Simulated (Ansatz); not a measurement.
# Cl₂GeH₅NSi: up Jacob's ladder to CCSD(T)

An exercise on one series of results from a longer session: the logs are not shown, and one member is left open.

Computed with Ansatz 0.2.0, Gaussian basis. Level: functionals in def2-TZVPP, the program's frozen cores in correlated methods.

Levels to be run: PBE-D4, r2SCAN-D4, PBE0-D4, B3LYP-D4, ωB97X-V, ωB97M-V, B2PLYP; CCSD(T)/def2-TZVPP; MP2/def2-QZVPP; extrapolation to the limit.

## The geometry

All runs share one geometry, relaxed beforehand with PBE0-D4 in a triple-zeta def2 set.

SMILES `Cl[SiH2][NH][GeH2][Cl]`, 10 atoms, charge 0, spin multiplicity 1.

Atoms are counted from 1 here; the program's logs count them from 0.

Bond lengths: Cl1–Si2 2.063 Å, Si2–N3 1.707 Å, Si2–H6 1.479 Å, Si2–H7 1.478 Å, N3–Ge4 1.824 Å, N3–H8 1.010 Å, Ge4–Cl5 2.160 Å, Ge4–H9 1.529 Å, Ge4–H10 1.530 Å. Angles: Cl1–Si2–N3 112.7°, Cl1–Si2–H6 105.8°, Cl1–Si2–H7 106.8°, N3–Si2–H6 110.7°, N3–Si2–H7 107.8°, H6–Si2–H7 113.1°, Si2–N3–Ge4 126.8°, Si2–N3–H8 118.0°, Ge4–N3–H8 115.2°, N3–Ge4–Cl5 109.4°, N3–Ge4–H9 108.3°, N3–Ge4–H10 110.1°, Cl5–Ge4–H9 107.2°, Cl5–Ge4–H10 106.0°, H9–Ge4–H10 115.6°.

The first run:

in.yaml reads:

```yaml
crystal:
  periodic: [false, false, false]
  atoms:
    - {symbol: Cl, position_ang: [-2.485524, -1.796997, 0.055731]}
    - {symbol: Si, position_ang: [-0.716684, -1.103733, 0.860753]}
    - {symbol: N, position_ang: [0.345915, -0.480343, -0.320677]}
    - {symbol: Ge, position_ang: [0.574002, 1.272926, -0.768877]}
    - {symbol: Cl, position_ang: [2.356579, 2.031635, 0.185762]}
    - {symbol: H, position_ang: [-0.109347, -2.260938, 1.552601]}
    - {symbol: H, position_ang: [-1.069293, 0.000179, 1.778891]}
    - {symbol: H, position_ang: [0.898876, -1.135311, -0.854268]}
    - {symbol: H, position_ang: [-0.608386, 2.067843, -0.215247]}
    - {symbol: H, position_ang: [0.813874, 1.404748, -2.274668]}
basis:
  gaussian: {orbitals: def2-TZVPP}
hamiltonian: {xc: pbe, dispersion: d4}
output: {forces: true, orbitals: {seedname: orbitals}}
```

Launch:

```sh
$ ansatz run in.yaml --threads 2 --pin off --events-out ev --progress --plain --max-ram 32768MiB --backend cuda --devices 0, --max-vram 18GiB
```

Among the steps run: PBE-D4 (GGA); r2SCAN-D4 (meta-GGA); PBE0-D4 (hybrid); B3LYP-D4 (hybrid); ωB97X-V (range-separated); ωB97M-V (range-separated); B2PLYP (double hybrid); CCSD(T) in def2-TZVPP; MP2 in def2-QZVPP.

One of the session's tables, all rows but one given; the rest of the session is left out.

| method | atomisation energy (kJ/mol) |
| --- | --- |
| PBE-D4 | ? |
| r2SCAN-D4 | 3079.9 |
| PBE0-D4 | 3054.0 |
| B3LYP-D4 | 3057.2 |
| ωB97X-V | 3112.3 |
| ωB97M-V | 3087.6 |
| B2PLYP | 3027.8 |
| HF/def2-TZVPP | 2217.5 |
| MP2/def2-TZVPP | 3041.3 |
| CCSD/def2-TZVPP | 2954.6 |
| CCSD(T)/def2-TZVPP | 3002.3 |
| MP2/CBS | 3133.1 |
| CCSD(T)/CBS | 3094.1 |

Estimate the missing values for PBE-D4.

**Answer.** atomisation energy (kJ/mol): 3083.8. In the column «atomisation energy (kJ/mol)» it lies between r2SCAN-D4 (3079.9) and ωB97M-V (3087.6).
